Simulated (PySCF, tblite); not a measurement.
# C₆H₈OS: a rotation path, then NMR shifts on frames, part 1 of 2

Aim: move C₆H₈OS (`COCc1cccs1`) away from its starting geometry and see how NMR shifts follow the geometry.

The runs use tblite 0.8.0 and PySCF 2.14.0, with density-fitted response routines of our own; the level of theory stands in each step. All values are computed, except where a source is named. Atoms are numbered from 0 throughout.

### Step 1. The starting structure

16 atoms, charge 0, multiplicity 1; geometry from: GFN2-xTB.

Bonds of the start (Å): C0–O1 1.41, O1–C2 1.41, C2–C3 1.50, C3–C4 1.36, C4–C5 1.41, C5–C6 1.36, C6–S7 1.72, S7–C3 1.73, C0–H8 1.10, C0–H9 1.10, C0–H10 1.09, C2–H11 1.09, C2–H12 1.10, C4–H13 1.08, C5–H14 1.08, C6–H15 1.07.

### Step 2. The rotation path with GFN2-xTB

What the job is given:

```
{"job": {"kind": "neb", "xc": "GFN2-xTB", "basis": "xTB", "atoms": [4, 3, 2, 1], "turn": 120}, "charge": 0, "multiplicity": 1}
C     -2.254964     0.638683     0.634495
O     -2.010327    -0.379523    -0.304702
C     -0.965737    -1.252456     0.067678
C      0.368166    -0.576311     0.141985
C      1.060144     0.022633    -0.864853
C      2.272548     0.606004    -0.433279
C      2.483959     0.444542     0.896629
S      1.204388    -0.419330     1.652517
H     -1.408731     1.331450     0.707442
H     -2.455853     0.220738     1.628743
H     -3.132342     1.176540     0.282007
H     -0.955654    -2.023308    -0.709143
H     -1.190754    -1.723179     1.037131
H      0.711299     0.044789    -1.881535
H      2.953459     1.119919    -1.087841
H      3.312801     0.777752     1.488799
```

Method: GFN2-xTB climbing-image nudged elastic band, gas phase.

Started as:

```sh
> OMP_NUM_THREADS=1 python probes_run.py task.json out
```

This one command runs all jobs of the session in turn.

Log:

```text
image   E - E0 / eV
  0       0.0000
  1       0.0002
  2       0.0156
  3       0.0595
  4       0.1106
  5       0.1249
  6       0.0812
  7       0.0265
  8       0.0097
```

It took 15 s on 1 thread, shared host.

The final band, with the dihedral C4–C3–C2–O1:

```
image  dihedral (°)  energy (eV)  energy (kcal/mol)
    0           -63        0.000                0.0
    1           -43        0.000                0.0
    2           -22        0.016                0.4
    3            -1        0.059                1.4
    4            22        0.111                2.6
    5            42        0.125                2.9
    6            62        0.081                1.9
    7            81        0.027                0.6
    8           103        0.010                0.2
```

### Step 3. Nuclear shieldings: image 0, PBE0/pcSseg-1

What the job is given:

```
{"job": {"kind": "nmr", "xc": "PBE0", "basis": "pcSseg-1", "pop": false}, "charge": 0, "multiplicity": 1}
C     -2.255000     0.638700     0.634500
O     -2.010300    -0.379500    -0.304700
C     -0.965700    -1.252500     0.067700
C      0.368200    -0.576300     0.142000
C      1.060100     0.022600    -0.864900
C      2.272500     0.606000    -0.433300
C      2.484000     0.444500     0.896600
S      1.204400    -0.419300     1.652500
H     -1.408700     1.331400     0.707400
H     -2.455900     0.220700     1.628700
H     -3.132300     1.176500     0.282000
H     -0.955700    -2.023300    -0.709100
H     -1.190800    -1.723200     1.037100
H      0.711300     0.044800    -1.881500
H      2.953500     1.119900    -1.087800
H      3.312800     0.777800     1.488800
```

Level: GIAO PBE0/pcSseg-1 NMR shielding, non-relativistic, gas phase.

Log:

```text
coarse grid: 14192 points
cycle   1  E = -706.1521205029  dE =  1.355e+00  |g| = 5.815e-01  |ddm| = 3.847e+00
cycle   2  E = -706.0655240628  dE =  8.660e-02  |g| = 8.744e-01  |ddm| = 1.518e+00
cycle   3  E = -706.2205833834  dE = -1.551e-01  |g| = 8.634e-02  |ddm| = 1.063e+00
cycle   4  E = -706.2220565873  dE = -1.473e-03  |g| = 4.193e-02  |ddm| = 1.379e-01
cycle   5  E = -706.2224741754  dE = -4.176e-04  |g| = 1.390e-02  |ddm| = 5.181e-02
cycle   6  E = -706.2225155111  dE = -4.134e-05  |g| = 4.096e-03  |ddm| = 1.440e-02
cycle   7  E = -706.2225192204  dE = -3.709e-06  |g| = 1.255e-03  |ddm| = 4.916e-03
final grid: 133184 points
cycle   8  E = -706.2837135338  dE = -2.299e-05  |g| = 1.330e-02  |ddm| = 3.740e-02
cycle   9  E = -706.2836661993  dE =  4.733e-05  |g| = 1.969e-02  |ddm| = 2.790e-02
cycle  10  E = -706.2837513231  dE = -8.512e-05  |g| = 1.596e-03  |ddm| = 1.899e-02
cycle  11  E = -706.2837519814  dE = -6.583e-07  |g| = 3.639e-04  |ddm| = 1.972e-03
cycle  12  E = -706.2837520079  dE = -2.642e-08  |g| = 1.588e-04  |ddm| = 4.545e-04
cycle  13  E = -706.2837520135  dE = -5.669e-09  |g| = 3.708e-05  |ddm| = 1.799e-04
cycle  14  E = -706.2837520138  dE = -3.010e-10  |g| = 1.847e-05  |ddm| = 5.475e-05
converged SCF energy = -706.2837520138

GIAO shielding tensors (ppm)
atom      isotropic    diamagn.    paramagn.     s11        s22        s33       span
  0 C      128.890     246.047    -117.157     96.483    111.223    178.965     82.483
  1 O      289.610     394.745    -105.135    225.392    298.972    344.466    119.074
  2 C      115.889     239.203    -123.314     89.416    100.153    158.098     68.683
  3 C       34.955     265.799    -230.844    -43.226     22.565    125.526    168.752
  4 C       54.191     249.893    -195.702    -30.357     40.438    152.491    182.848
  5 C       54.131     253.727    -199.596    -28.327     41.450    149.270    177.597
  6 C       54.000     261.947    -207.947    -32.988     51.574    143.414    176.402
  7 S      257.992    1057.813    -799.821     96.901    297.118    379.957    283.055
  8 H       28.580      30.742      -2.162     24.149     29.087     32.503      8.354
  9 H       28.919      29.123      -0.204     25.175     26.847     34.736      9.561
 10 H       28.088      28.360      -0.271     23.933     25.808     34.523     10.590
 11 H       26.429      28.516      -2.088     22.321     26.045     30.920      8.599
 12 H       27.595      29.478      -1.883     21.838     29.537     31.409      9.571
 13 H       24.300      32.470      -8.170     21.071     23.662     28.166      7.095
 14 H       24.405      30.297      -5.892     21.340     24.542     27.332      5.992
 15 H       24.634      30.698      -6.064     21.663     24.400     27.839      6.176
```

It took 84 s on 1 thread, shared host.

The references, computed at this level on geometries of the same kind, shield at (ppm): ¹H TMS 31.72, ¹³C TMS 186.9, ¹⁷O H2O 336.1, ³³S CS2 504. Their shielding less the atom's gives the shift. The references are single molecules in the gas phase, so shifts against H2O, NH3, PH3, H3PO4 or CFCl3 are not on the usual liquid scales and can be off by tens of ppm. Each atom is listed at this fixed geometry, with no averaging over motion; a spectrum would average atoms that exchange fast.

```
atoms                                              environment  σ (ppm)  δ (ppm)
   C3      substituted aromatic carbon next to the ring sulfur     35.0    152.0
   C6                      aromatic CH next to the ring sulfur     54.0    132.9
   C5                                              aromatic CH     54.1    132.8
   C4                                              aromatic CH     54.2    132.7
   C2                 sp3 CH2 bonded to O, on an aromatic ring    115.9     71.0
   C0                                methyl carbon bonded to O    128.9     58.0
  H13                               hydrogen on an aromatic CH    24.30     7.42
  H14                               hydrogen on an aromatic CH    24.41     7.31
  H15       hydrogen on an aromatic CH next to the ring sulfur    24.63     7.08
  H11  hydrogen on an sp3 CH2 bonded to O, on an aromatic ring    26.43     5.29
  H12  hydrogen on an sp3 CH2 bonded to O, on an aromatic ring    27.59     4.12
  H10                  hydrogen on a methyl carbon bonded to O    28.09     3.63
   H8                  hydrogen on a methyl carbon bonded to O    28.58     3.14
   H9                  hydrogen on a methyl carbon bonded to O    28.92     2.80
   O1                                             ether oxygen    289.6     46.5
   S7                                     aromatic ring sulfur      258      246
```

Ring of atoms C3, C4, C5, C6, S7: NICS(0) -12.3, NICS(1) -11.2, NICS(1)zz -26.9 ppm (means of both faces).

### Step 4. Shielding tensors: image 2, PBE0/pcSseg-1

What the job is given:

```
{"job": {"kind": "nmr", "xc": "PBE0", "basis": "pcSseg-1", "pop": false}, "charge": 0, "multiplicity": 1}
C     -2.274700     0.637100     0.307000
O     -1.936900    -0.567300    -0.339000
C     -0.924500    -1.300800     0.304000
C      0.412000    -0.623100     0.270300
C      0.850900     0.324200    -0.600000
C      2.161200     0.774100    -0.315300
C      2.702100     0.152300     0.760500
S      1.618800    -0.990100     1.458600
H     -1.447300     1.354600     0.288600
H     -2.562500     0.459400     1.350000
H     -3.120700     1.048500    -0.239500
H     -0.880300    -2.256200    -0.232000
H     -1.200600    -1.509500     1.350800
H      0.255000     0.688100    -1.417800
H      2.667900     1.531400    -0.885500
H      3.671900     0.286200     1.195600
```

With the program's defaults for keys left out, this is: GIAO PBE0/pcSseg-1 NMR shielding, non-relativistic, gas phase.

Log:

```text
coarse grid: 14192 points
cycle   1  E = -706.1506792670  dE =  1.360e+00  |g| = 5.776e-01  |ddm| = 3.861e+00
cycle   2  E = -706.0634045458  dE =  8.727e-02  |g| = 8.704e-01  |ddm| = 1.581e+00
cycle   3  E = -706.2181277101  dE = -1.547e-01  |g| = 9.206e-02  |ddm| = 1.107e+00
cycle   4  E = -706.2198105561  dE = -1.683e-03  |g| = 4.625e-02  |ddm| = 1.482e-01
cycle   5  E = -706.2203224035  dE = -5.118e-04  |g| = 1.445e-02  |ddm| = 5.626e-02
cycle   6  E = -706.2203672412  dE = -4.484e-05  |g| = 4.354e-03  |ddm| = 1.578e-02
cycle   7  E = -706.2203713614  dE = -4.120e-06  |g| = 1.548e-03  |ddm| = 5.244e-03
final grid: 133184 points
cycle   8  E = -706.2825431864  dE = -3.239e-05  |g| = 1.300e-02  |ddm| = 3.992e-02
cycle   9  E = -706.2825025823  dE =  4.060e-05  |g| = 1.886e-02  |ddm| = 2.737e-02
cycle  10  E = -706.2825790907  dE = -7.651e-05  |g| = 1.368e-03  |ddm| = 1.813e-02
cycle  11  E = -706.2825795507  dE = -4.600e-07  |g| = 4.230e-04  |ddm| = 1.923e-03
cycle  12  E = -706.2825795895  dE = -3.883e-08  |g| = 1.644e-04  |ddm| = 5.222e-04
cycle  13  E = -706.2825795956  dE = -6.037e-09  |g| = 4.482e-05  |ddm| = 1.888e-04
cycle  14  E = -706.2825795960  dE = -4.611e-10  |g| = 1.721e-05  |ddm| = 6.194e-05
converged SCF energy = -706.2825795960

GIAO shielding tensors (ppm)
atom      isotropic    diamagn.    paramagn.     s11        s22        s33       span
  0 C      129.063     246.301    -117.238     94.153    110.408    182.628     88.475
  1 O      314.191     394.481     -80.290    284.401    306.976    351.196     66.795
  2 C      113.344     239.108    -125.764     88.049     97.224    154.758     66.709
  3 C       36.112     266.563    -230.451    -41.138     28.789    120.684    161.822
  4 C       58.579     249.965    -191.385    -23.186     41.256    157.668    180.854
  5 C       55.624     253.415    -197.791    -28.115     43.807    151.179    179.294
  6 C       54.766     262.072    -207.306    -35.835     56.406    143.729    179.564
  7 S      282.646    1057.338    -774.692    138.977    311.545    397.417    258.440
  8 H       27.786      31.187      -3.401     22.615     28.817     31.927      9.312
  9 H       28.903      29.031      -0.128     25.730     25.914     35.065      9.335
 10 H       27.953      28.525      -0.572     24.193     25.293     34.372     10.179
 11 H       26.258      27.673      -1.415     21.106     27.014     30.654      9.548
 12 H       27.216      29.178      -1.961     20.591     29.889     31.169     10.578
 13 H       24.526      32.842      -8.316     21.014     24.179     28.384      7.369
 14 H       24.538      30.512      -5.974     21.464     24.723     27.428      5.964
 15 H       24.618      30.515      -5.897     21.604     24.695     27.556      5.952
```

It took 75 s on 1 thread, shared host.

In short: δ C3 150.8, C6 132.2, C5 131.3, C4 128.3, H13 7.19, H14 7.18 ppm.

(Continued in part 2 of 2.)
